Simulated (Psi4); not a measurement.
# One shape, several levels: C2H3Sn (SMILES C#[C][SnH2])

Wanted: a comparison of 4 runs (UHF/STO-3G, UTPSSh/STO-3G, UGAM/def2-SVP, UPBE/def2-TZVP) of C2H3Sn. 

The calculation is run with Psi4 1.11.

2 further runs of the same task are left out: 1 that didn't finish, 1 set aside as unsound or not needed.

## 1. Starting point

C2H3Sn: 6 atoms, total charge 0, spin state doublet. As SMILES, `C#[C][SnH2]`. The coordinates come from a PBE0-D4/def2-TZVP relaxation.

Bond lengths: C1–C2 1.209 Å, C2–Sn3 2.081 Å, C1–H4 1.066 Å, Sn3–H5 1.714 Å, Sn3–H6 1.714 Å. Angles: C1–C2–Sn3 174.3°, C2–C1–H4 178.8°, C2–Sn3–H5 107.8°, C2–Sn3–H6 107.8°, H5–Sn3–H6 111.7°.

## 2. Energy and forces at UHF/STO-3G (run 1)

Contents of input.json:

```json
{
 "schema_name": "qcschema_input",
 "schema_version": 1,
 "molecule": {
  "schema_name": "qcschema_molecule",
  "schema_version": 2,
  "symbols": ["C", "C", "Sn", "H", "H", "H"],
  "geometry": [-0.74285134, -3.45819881, -0.32522187, -0.09146274, -1.28520274, -0.05215644, 1.36268151, 2.31529245, 0.56691784, -1.35304391, -5.36134199, -0.58184667, 1.53804809, 3.81686883, -2.29809594, -0.63419209, 3.85126184, 2.60347568],
  "molecular_charge": 0,
  "molecular_multiplicity": 2,
  "fix_symmetry": "c1"
 },
 "driver": "gradient",
 "model": {
  "method": "hf",
  "basis": "STO-3G"
 },
 "keywords": {
  "reference": "uhf",
  "puream": true,
  "e_convergence": 1e-09,
  "d_convergence": 1e-08,
  "scf_type": "pk",
  "maxiter": 200,
  "scf_properties": ["DIPOLE", "LOWDIN_CHARGES", "QUADRUPOLE"]
 }
}
```

Run with:

```
psi4 --qcschema input.json -n 1 --memory 1600MB
```

stdout:

```text
[...]
  Running in c1 symmetry.
[...]
  Nuclear repulsion =  185.664933554327632
[...]
  Multiplicity = 2
[...]
  Nalpha       = 33
  Nbeta        = 32
[...]
    Number of basis functions: 40
[...]
   @UHF iter   1: -6039.31920835554047   -3.91773e+00   1.41902e-02 ADIIS/DIIS
[...]
   @UHF iter  23: -6039.74554774603621    1.81899e-12   9.53111e-09 DIIS
[...]
   @S^2 Observed:                9.820860950E-01
[...]
  @UHF Final Energy: -6039.74554774603621
   => Energetics <=
    Nuclear Repulsion Energy =            185.6649335543276322
    One-Electron Energy =               -8721.4574059972455871
    Two-Electron Energy =                2496.0469246968814332
    Total Energy =                      -6039.7455477460362090
  UHF NO Occupations:
  HONO-2 :   31  A 1.9492549
  HONO-1 :   32  A 1.9394868
[...]
 Multipole Moments:
 ------------------------------------------------------------------------------------
     Multipole            Electronic (a.u.)      Nuclear  (a.u.)        Total (a.u.)
 ------------------------------------------------------------------------------------
 L = 1.  Multiply by 2.5417464519 to convert [e a0] to [Debye]
 Dipole X            :          5.4960081           -4.9746767            0.5213314
 Dipole Y            :          9.3765844           -9.0499314            0.3266529
 Dipole Z            :          2.3689388           -2.1401935            0.2287454
 Magnitude           :                                                    0.6563635
 L = 2.  Multiply by 1.3450342976 to convert [e a0^2] to [Debye ang]
 Quadrupole XX       :        -66.5529353           40.7445713          -25.8083640
 Quadrupole XY       :        -98.4739057           98.8328032            0.3588975
[...]
  -Total Gradient:
     Atom            X                  Y                   Z
    ------   -----------------  -----------------  -----------------
       1       -0.009512915136    -0.035354584753    -0.003964804605
       2        0.001018581862     0.015282677753     0.000336351226
       3        0.023404641106    -0.003935437127     0.010390646661
       4       -0.000288601164    -0.000507532763    -0.000120641755
       5        0.002489865983     0.012100163237    -0.025431484606
       6       -0.017111572313     0.012414714339     0.018789933133
[...]
```

The result, in JSON:

```text
{
 "driver": "gradient",
 "model": {
  "method": "hf",
  "basis": "STO-3G"
 },
 "success": true,
 "return_result": [-0.00951291513550101, -0.035354584753144236, -0.003964804604832187, 0.001018581861753881, 0.015282677752856855, 0.000336351225774037, 0.023404641106328228, -0.003935437127380382, 0.01039064666072105, -0.00028860116375997724, -0.000507532762647811, -0.0001206417554484307, 0.002489865983122525, 0.012100163236967304, -0.025431484605969, -0.017111572312683926, 0.012414714339427674, 0.018789933132894787],
 "properties": {
  "calcinfo_nbasis": 40,
  "calcinfo_nmo": 40,
  "calcinfo_nalpha": 33,
  "calcinfo_nbeta": 32,
  "calcinfo_natom": 6,
  "nuclear_repulsion_energy": 185.66493355432763,
  "return_energy": -6039.745547746036,
  "return_gradient": [-0.00951291513550101, -0.035354584753144236, -0.003964804604832187, 0.001018581861753881, 0.015282677752856855, 0.000336351225774037, 0.023404641106328228, -0.003935437127380382, 0.01039064666072105, -0.00028860116375997724, -0.000507532762647811, -0.0001206417554484307, 0.002489865983122525, 0.012100163236967304, -0.025431484605969, -0.017111572312683926, 0.012414714339427674, 0.018789933132894787],
  "scf_one_electron_energy": -8721.457405997246,
  "scf_two_electron_energy": 2496.0469246968814,
  "scf_dipole_moment": [0.5213314331593821, 0.32665293351633373, 0.2287453679209892],
  "scf_total_energy": -6039.745547746036,
  "scf_total_gradient": [-0.00951291513550101, -0.035354584753144236, -0.003964804604832187, 0.001018581861753881, 0.015282677752856855, 0.000336351225774037, 0.023404641106328228, -0.003935437127380382, 0.01039064666072105, -0.00028860116375997724, -0.000507532762647811, -0.0001206417554484307, 0.002489865983122525, 0.012100163236967304, -0.025431484605969, -0.017111572312683926, 0.012414714339427674, 0.018789933132894787],
  "scf_iterations": 23
 }
}
```

Run time: 3.9 s. Hardware: 1 thread of Intel Xeon Platinum 8375C at 2.90GHz (Ice Lake), shared host; peak memory 0.19 GiB.

## 3. Energy and forces at UTPSSh/STO-3G (run 2)

Contents of job.json:

```json
{
  "schema_name": "qcschema_input",
  "schema_version": 1,
  "molecule": {
    "schema_name": "qcschema_molecule",
    "schema_version": 2,
    "symbols": ["C", "C", "Sn", "H", "H", "H"],
    "geometry": [-0.74285134, -3.45819881, -0.32522187, -0.09146274, -1.28520274, -0.05215644, 1.36268151, 2.31529245, 0.56691784, -1.35304391, -5.36134199, -0.58184667, 1.53804809, 3.81686883, -2.29809594, -0.63419209, 3.85126184, 2.60347568],
    "molecular_charge": 0,
    "molecular_multiplicity": 2,
    "fix_symmetry": "c1",
    "fix_com": true,
    "fix_orientation": true
  },
  "driver": "gradient",
  "model": {
    "method": "tpssh",
    "basis": "STO-3G"
  },
  "keywords": {
    "reference": "uks",
    "puream": true,
    "e_convergence": 1e-09,
    "d_convergence": 1e-08,
    "scf_type": "pk",
    "dft_radial_points": 99,
    "dft_spherical_points": 590,
    "maxiter": 200,
    "scf_properties": ["MAYER_INDICES", "MULLIKEN_CHARGES", "LOWDIN_CHARGES"]
  }
}
```

Run with:

```
psi4 --qcschema job.json -n 1 --memory 1600MB
```

stdout:

```text
[...]
  Running in c1 symmetry.
[...]
  Nuclear repulsion =  185.664933554327632
[...]
  Multiplicity = 2
[...]
  Nalpha       = 33
  Nbeta        = 32
[...]
    Number of basis functions: 40
[...]
   @UKS iter   1: -6041.81081898977573   -2.60490e+00   1.31651e-02 DIIS/ADIIS
[...]
   @UKS iter  13: -6042.13299316187840   -1.00044e-11   7.64751e-09 DIIS
[...]
   @S^2 Observed:                7.529543660E-01
[...]
  @UKS Final Energy: -6042.13299316187840
   => Energetics <=
    Nuclear Repulsion Energy =            185.6649335543276322
    One-Electron Energy =               -8720.6981041080834984
    Two-Electron Energy =                2649.1671415585565228
    DFT Exchange-Correlation Energy =    -156.2669641666800260
    Empirical Dispersion Energy =           0.0000000000000000
    VV10 Nonlocal Energy =                  0.0000000000000000
    Total Energy =                      -6042.1329931618784030
[...]
 Multipole Moments:
 ------------------------------------------------------------------------------------
     Multipole            Electronic (a.u.)      Nuclear  (a.u.)        Total (a.u.)
 ------------------------------------------------------------------------------------
 L = 1.  Multiply by 2.5417464519 to convert [e a0] to [Debye]
 Dipole X            :        -62.3012851           62.6790031            0.3777180
 Dipole Y            :        -89.2951766           89.6110019            0.3158253
 Dipole Z            :        -25.6399662           25.8051552            0.1651890
 Magnitude           :                                                    0.5193302
[...]
  -Total Gradient:
     Atom            X                  Y                   Z
    ------   -----------------  -----------------  -----------------
       1       -0.000385237834    -0.003117253597    -0.000150317478
       2       -0.014662209547    -0.034906966301    -0.006252781547
       3        0.023208131170     0.003486354434     0.010253434899
       4        0.004454388688     0.013346203114     0.001880654037
       5        0.002143867096     0.010473599951    -0.021853579888
       6       -0.014700473148     0.010743819716     0.016148321119
[...]
```

The result, in JSON:

```text
{
 "driver": "gradient",
 "model": {
  "method": "tpssh",
  "basis": "STO-3G"
 },
 "success": true,
 "return_result": [-0.0003852378335763712, -0.003117253597468672, -0.00015031747824320596, -0.014662209547356322, -0.03490696630108564, -0.006252781547189737, 0.023208131169739687, 0.0034863544344830594, 0.010253434899072864, 0.004454388688022698, 0.013346203113550392, 0.0018806540370788147, 0.0021438670964615113, 0.010473599950719698, -0.021853579888097246, -0.014700473148362384, 0.010743819716262384, 0.016148321118706246],
 "properties": {
  "calcinfo_nbasis": 40,
  "calcinfo_nmo": 40,
  "calcinfo_nalpha": 33,
  "calcinfo_nbeta": 32,
  "calcinfo_natom": 6,
  "nuclear_repulsion_energy": 185.66493355432763,
  "return_energy": -6042.132993161878,
  "return_gradient": [-0.0003852378335763712, -0.003117253597468672, -0.00015031747824320596, -0.014662209547356322, -0.03490696630108564, -0.006252781547189737, 0.023208131169739687, 0.0034863544344830594, 0.010253434899072864, 0.004454388688022698, 0.013346203113550392, 0.0018806540370788147, 0.0021438670964615113, 0.010473599950719698, -0.021853579888097246, -0.014700473148362384, 0.010743819716262384, 0.016148321118706246],
  "scf_one_electron_energy": -8720.698104108083,
  "scf_two_electron_energy": 2649.1671415585565,
  "scf_xc_energy": -156.26696416668003,
  "scf_dipole_moment": [0.3777179897325311, 0.31582528249374775, 0.16518902148505177],
  "scf_total_energy": -6042.132993161878,
  "scf_total_gradient": [-0.0003852378335763712, -0.003117253597468672, -0.00015031747824320596, -0.014662209547356322, -0.03490696630108564, -0.006252781547189737, 0.023208131169739687, 0.0034863544344830594, 0.010253434899072864, 0.004454388688022698, 0.013346203113550392, 0.0018806540370788147, 0.0021438670964615113, 0.010473599950719698, -0.021853579888097246, -0.014700473148362384, 0.010743819716262384, 0.016148321118706246],
  "scf_iterations": 13
 }
}
```

Run time: 40 s. Hardware: 1 thread of Intel Xeon Platinum 8375C at 2.90GHz (Ice Lake), shared host; peak memory 0.81 GiB.

## 4. Energy and forces at UGAM/def2-SVP (density fitting, core potential) (run 3)

Contents of calc.inp:

```
memory 1600 mb

molecule system {
  0 2
  C     -0.393100    -1.830000    -0.172100
  C     -0.048400    -0.680100    -0.027600
  Sn     0.721100     1.225200     0.300000
  H     -0.716000    -2.837100    -0.307900
  H      0.813900     2.019800    -1.216100
  H     -0.335600     2.038000     1.377700
  units angstrom
}

set basis def2-SVP
set reference uks
set scf_type disk_df

E, wfn = gradient('gam', return_wfn=True)
print_variables()
```

Run with:

```
psi4 -i calc.inp -o calc.out -n 1
```

calc.out:

```text
[...]
    !!!  WARNING: ECP capability is in beta. Please check occupations closely.  !!!
[...]
  Running in c1 symmetry.
[...]
  Nuclear repulsion =   95.194076420151447
[...]
  Multiplicity = 2
[...]
  Nalpha       = 19
  Nbeta        = 18
[...]
    Number of basis functions: 69
[...]
   @DF-UKS iter   1:  -292.66548203920178   -1.21815e+00   1.00533e-02 ADIIS/DIIS
[...]
   @DF-UKS iter  16:  -292.98695046093644   -3.75167e-12   6.67086e-09 DIIS
[...]
   @S^2 Observed:                7.528894682E-01
[...]
  @DF-UKS Final Energy:  -292.98695046093644
   => Energetics <=
    Nuclear Repulsion Energy =             95.1940764201514469
    One-Electron Energy =                -669.7265455245393468
    Two-Electron Energy =                 312.3905628813614044
    DFT Exchange-Correlation Energy =     -30.8450442379099385
    Empirical Dispersion Energy =           0.0000000000000000
    VV10 Nonlocal Energy =                  0.0000000000000000
    Total Energy =                       -292.9869504609364412
[...]
 Multipole Moments:
 ------------------------------------------------------------------------------------
     Multipole            Electronic (a.u.)      Nuclear  (a.u.)        Total (a.u.)
 ------------------------------------------------------------------------------------
 L = 1.  Multiply by 2.5417464519 to convert [e a0] to [Debye]
 Dipole X            :         14.1062312          -13.9866354            0.1195959
 Dipole Y            :         31.3593051          -31.3780257           -0.0187206
 Dipole Z            :          6.0290797           -5.9758966            0.0531831
 Magnitude           :                                                    0.1322198
[...]
  -Total Gradient:
     Atom            X                  Y                   Z
    ------   -----------------  -----------------  -----------------
       1        0.008288546466     0.027739741098     0.003471545724
       2       -0.005845167161    -0.024010316750    -0.002417578343
       3       -0.009446540590    -0.001488862217    -0.004183807031
       4        0.001633956585     0.005338661804     0.000688161066
       5        0.000246588164    -0.003690534428     0.006709872500
       6        0.005110726850    -0.003763250653    -0.004274115557
[...]
```

Wall time 13 s (1 thread of Intel Xeon Platinum 8375C at 2.90GHz (Ice Lake), shared host); peak memory 0.44 GiB.

## 5. The energy at UPBE/def2-TZVP (core potential) (run 4)

Contents of run.py:

```python
import numpy as np
from ase.calculators.psi4 import Psi4
from ase import Atoms

atoms = Atoms(['C', 'C', 'Sn', 'H', 'H', 'H'], positions=[
    [-0.393100, -1.830000, -0.172100],
    [-0.048400, -0.680100, -0.027600],
    [0.721100, 1.225200, 0.300000],
    [-0.716000, -2.837100, -0.307900],
    [0.813900, 2.019800, -1.216100],
    [-0.335600, 2.038000, 1.377700],
])
calc = Psi4(atoms=atoms, method='pbe', basis='def2-TZVP', memory='1600MB', num_threads=1, charge=0, multiplicity=2, label='calc', reference='uks')
calc.psi4.set_options({'puream': True, 'e_convergence': 1e-09, 'd_convergence': 1e-08, 'scf_type': 'pk', 'dft_radial_points': 99, 'dft_spherical_points': 590, 'maxiter': 200})
atoms.calc = calc

print(f'energy: {atoms.get_potential_energy():.6f} eV')
```

Run with:

```
python run.py
```

calc.dat:

```text
[...]
    !!!  WARNING: ECP capability is in beta. Please check occupations closely.  !!!
[...]
  Running in c1 symmetry.
[...]
  Nuclear repulsion =   95.194076420151447
[...]
  Multiplicity = 2
[...]
  Nalpha       = 19
  Nbeta        = 18
[...]
    Number of basis functions: 130
[...]
 WARNING: Atomic UHF is not converging! Try casting from a smaller basis or call Rob at CCMST.
   -------------------------
[...]
   @UKS iter   1:  -291.51754763803854   -9.14184e-01   8.28318e-03 ADIIS/DIIS
[...]
   @UKS iter  15:  -292.11117087897293   -1.87583e-12   4.00016e-09 DIIS
[...]
   @S^2 Observed:                7.517515609E-01
[...]
    Orbital Energies [Eh]
    ---------------------
    Alpha Occupied:
       1A     -9.888181     2A     -9.885191     3A     -4.901519
       4A     -3.284477     5A     -3.280604     6A     -3.279533
       7A     -0.948726     8A     -0.947320     9A     -0.946822
      10A     -0.943354    11A     -0.942604    12A     -0.675247
      13A     -0.505925    14A     -0.464114    15A     -0.331276
      16A     -0.309430    17A     -0.268198    18A     -0.255929
      19A     -0.191130
    Alpha Virtual:
      20A     -0.030076    21A     -0.028249    22A     -0.014799
      23A      0.011939    24A      0.033432    25A      0.054756
[...]
  @UKS Final Energy:  -292.11117087897293
   => Energetics <=
    Nuclear Repulsion Energy =             95.1940764201514469
    One-Electron Energy =                -669.3772205404895885
    Two-Electron Energy =                 311.8672944977610655
    DFT Exchange-Correlation Energy =     -29.7953212563958054
    Empirical Dispersion Energy =           0.0000000000000000
    VV10 Nonlocal Energy =                  0.0000000000000000
    Total Energy =                       -292.1111708789729278
[...]
 Multipole Moments:
 ------------------------------------------------------------------------------------
     Multipole            Electronic (a.u.)      Nuclear  (a.u.)        Total (a.u.)
 ------------------------------------------------------------------------------------
 L = 1.  Multiply by 2.5417464519 to convert [e a0] to [Debye]
 Dipole X            :         14.1089605          -13.9866354            0.1223251
 Dipole Y            :         31.3846183          -31.3780257            0.0065927
 Dipole Z            :          6.0301201           -5.9758966            0.0542235
 Magnitude           :                                                    0.1339667
[...]
```

On the terminal:

```text
energy: -7948.749833 eV
```

Wall time 61 s (1 thread of Intel Xeon Platinum 8375C at 2.90GHz (Ice Lake), shared host); peak memory 0.91 GiB.

## 6. The series

| run | level | integration grid | integrals | energy (Eh) | dipole moment (D) | HOMO energy (eV) | LUMO energy (eV) | wall time |
| --- | --- | --- | --- | --- | --- | --- | --- | --- |
| 1 | UHF/STO-3G | – | pk | -6039.745548 | 1.67 | -6.01 | 4.66 | 3.9 s |
| 2 | UTPSSh/STO-3G | 99 radial × 590 angular | pk | -6042.132993 | 1.32 | -3.01 | -0.35 | 40 s |
| 3 | UGAM/def2-SVP (density fitting, core potential) | 75 radial × 302 angular | disk_df | -292.986950 | 0.34 | -4.92 | -4.22 | 13 s |
| 4 | UPBE/def2-TZVP (core potential) | 99 radial × 590 angular | pk | -292.111171 | 0.34 | -5.20 | -4.14 | 61 s |

## 7. Summary of results

| quantity | value |
| --- | --- |
| run 4: total energy | -292.11117 Eh |
| run 4: dipole moment | 0.34 D |
| run 4: HOMO energy (highest over α and β) | -5.20 eV |
| run 4: LUMO energy (lowest over α and β) | -4.14 eV |
| run 4: ⟨S²⟩ | 0.752 |

In words: The dipole moment (its size) runs from 0.34 D (UGAM/def2-SVP) to 1.67 D (UHF/STO-3G). The two ends differ in method and basis and core potential. Totals of different functionals can't be ranked against each other. Some runs of one species differ in core potentials or relativity; totals across that change don't compare. In runs 1, 2 the basis is minimal, so the values are rough. In runs 1, 2 relativity is left out where basis or elements ask for it. Spin contamination of the reference: run 1 ⟨S²⟩ = 0.98. All runs together took 2 min, the longest 61 s.
